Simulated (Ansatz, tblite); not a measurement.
# Cis-OsH2(PH3)4 (P₄OsH₁₄): rung by rung

How do method and basis change the picture of cis-OsH2(PH3)4 (P₄OsH₁₄) (singlet)?

The runs use Ansatz 0.2.0, Gaussian basis; as each input shows.

Plan: GFN1-xTB, GFN2-xTB, PBE-D4/def2-TZVP, r2SCAN-D4/def2-TZVP, revPBE-D4/def2-TZVP, r2SCANh-D4/def2-TZVP, PBE-D4/def2-SVP, PBE0-D4/def2-SVP, PBE0-D4/def2-TZVPD, PBE-D4/def2-TZVPD, r2SCAN-D4/def2-TZVPD, CCSD(T)/def2-SVP, MP2/def2-TZVP, RPA/def2-TZVP.

2 further runs of the same task are left out: 2 set aside as unsound or not needed.

**1. The relaxed structure**

The geometry is that of the singlet, from an earlier relaxation (PBE-D4/def2-SVP).

19 atoms, charge 0, spin multiplicity 1.

Bond lengths: Os1–H2 1.678 Å, Os1–P3 2.340 Å, Os1–H7 1.678 Å, Os1–P8 2.340 Å, Os1–P12 2.306 Å, Os1–P16 2.306 Å, P3–H4 1.442 Å, P3–H5 1.447 Å, P3–H6 1.442 Å, P8–H9 1.442 Å, P8–H10 1.442 Å, P8–H11 1.447 Å, P12–H13 1.441 Å, P12–H14 1.441 Å, P12–H15 1.432 Å, P16–H17 1.441 Å, P16–H18 1.432 Å, P16–H19 1.441 Å. Angles: H2–Os1–P3 172.4°, H2–Os1–H7 83.0°, H2–Os1–P8 89.4°, H2–Os1–P12 83.6°, H2–Os1–P16 83.6°, P3–Os1–H7 89.4°, P3–Os1–P8 98.2°, P3–Os1–P12 95.6°, P3–Os1–P16 95.6°, H7–Os1–P8 172.4°, H7–Os1–P12 83.6°, H7–Os1–P16 83.6°, P8–Os1–P12 95.6°, P8–Os1–P16 95.6°, P12–Os1–P16 162.8°, Os1–P3–H4 120.7°, Os1–P3–H5 123.8°, Os1–P3–H6 120.7° and more.

Formally the metal is d6. Os takes a core potential in the def2 sets. No spin-orbit coupling is included.

PBE0-D4/def2-TZVP was run before; its log isn't repeated, and its numbers join the tables.

**2. GFN1-xTB**

Tight binding, by tblite at 300 K electronic temperature and without a spin-polarisation term:

```python
tblite.interface.Calculator('GFN1-xTB', numbers, positions, charge=0, uhf=0).singlepoint()
```

Energy -585.0749 eV, HOMO -9.54 eV, LUMO -5.53 eV; 0.022 s.

**3. GFN2-xTB**

Tight binding, by tblite at 300 K electronic temperature and without a spin-polarisation term:

```python
tblite.interface.Calculator('GFN2-xTB', numbers, positions, charge=0, uhf=0).singlepoint()
```

Energy -560.1689 eV, HOMO -8.83 eV, LUMO -6.03 eV; 0.017 s.

**4. PBE-D4/def2-TZVP**

start.molden holds the orbitals of an earlier run on this state, given as this run's starting guess.

Contents of in.yaml:

```yaml
crystal:
  periodic: [false, false, false]
  atoms:
    - {symbol: Os, position_ang: [0.326468, -0.002305, 0.348605]}
    - {symbol: H, position_ang: [0.375659, 0.026132, 2.025725]}
    - {symbol: P, position_ang: [0.568329, -0.049503, -1.978276]}
    - {symbol: H, position_ang: [1.305545, 0.984142, -2.662359]}
    - {symbol: H, position_ang: [-0.543466, -0.035151, -2.903568]}
    - {symbol: H, position_ang: [1.247303, -1.145076, -2.625307]}
    - {symbol: H, position_ang: [1.996831, -0.042675, 0.504696]}
    - {symbol: P, position_ang: [-2.010704, 0.059601, 0.442043]}
    - {symbol: H, position_ang: [-2.692226, 1.152880, 1.090216]}
    - {symbol: H, position_ang: [-2.747475, -0.976501, 1.122876]}
    - {symbol: H, position_ang: [-2.863255, 0.063817, -0.726552]}
    - {symbol: P, position_ang: [0.620770, 2.275295, 0.559413]}
    - {symbol: H, position_ang: [-0.465052, 3.148615, 0.928020]}
    - {symbol: H, position_ang: [1.096611, 3.081963, -0.536217]}
    - {symbol: H, position_ang: [1.554254, 2.755958, 1.533196]}
    - {symbol: P, position_ang: [0.504253, -2.283200, 0.638965]}
    - {symbol: H, position_ang: [-0.625467, -3.087805, 1.031367]}
    - {symbol: H, position_ang: [1.408935, -2.776553, 1.633361]}
    - {symbol: H, position_ang: [0.942686, -3.149643, -0.426195]}
basis:
  gaussian: {orbitals: def2-TZVP, initial_orbitals: start.molden}
hamiltonian: {xc: pbe, dispersion: d4}
scf: {omitted_lower_state_checks: [starts]}
output: {orbitals: {seedname: orbitals}}
```

Launch:

```sh
ansatz run in.yaml --threads 4 --pin off --events-out ev --progress --plain --max-ram 8704MiB
```

The runs that follow: r2SCAN-D4/def2-TZVP; revPBE-D4/def2-TZVP; r2SCANh-D4/def2-TZVP; PBE-D4/def2-SVP; PBE0-D4/def2-SVP; PBE0-D4/def2-TZVPD; PBE-D4/def2-TZVPD; r2SCAN-D4/def2-TZVPD; CCSD(T)/def2-SVP; MP2/def2-TZVP; RPA/def2-TZVP.

**Question.** What will the summary of the whole plan be? Wanted: gap in def2-TZVP, named functionals, smallest and largest; correlation energy, CCSD(T)/def2-SVP; correlation energy, MP2/def2-TZVP; binding an atom, CCSD(T)/def2-SVP; PBE0 total energy, smallest basis above largest.

As calculated:

| quantity | value |
| --- | --- |
| gap in def2-TZVP, named functionals, smallest and largest | 4.24 eV (PBE-D4), 6.16 eV (PBE0-D4) |
| correlation energy, CCSD(T)/def2-SVP | -30.73 eV |
| correlation energy, MP2/def2-TZVP | -33.58 eV |
| binding an atom, CCSD(T)/def2-SVP | 2.645 eV |
| PBE0 total energy, smallest basis above largest | 13.90 eV (def2-SVP, def2-TZVPD) |

**Reading.** Orbital gaps of the named functionals in def2-TZVP span 4.24 eV (PBE-D4) to 6.16 eV (PBE0-D4); exact exchange widens it. The functionals in def2-TZVP miss CCSD(T)/def2-SVP by +0.259 (PBE0-D4) to +0.307 eV (PBE-D4) an atom. The yardstick is in a double-zeta basis, so levels in larger sets aren't compared like for like. CCSD(T)/def2-SVP isn't at the basis-set limit; small misses against it rank nothing.
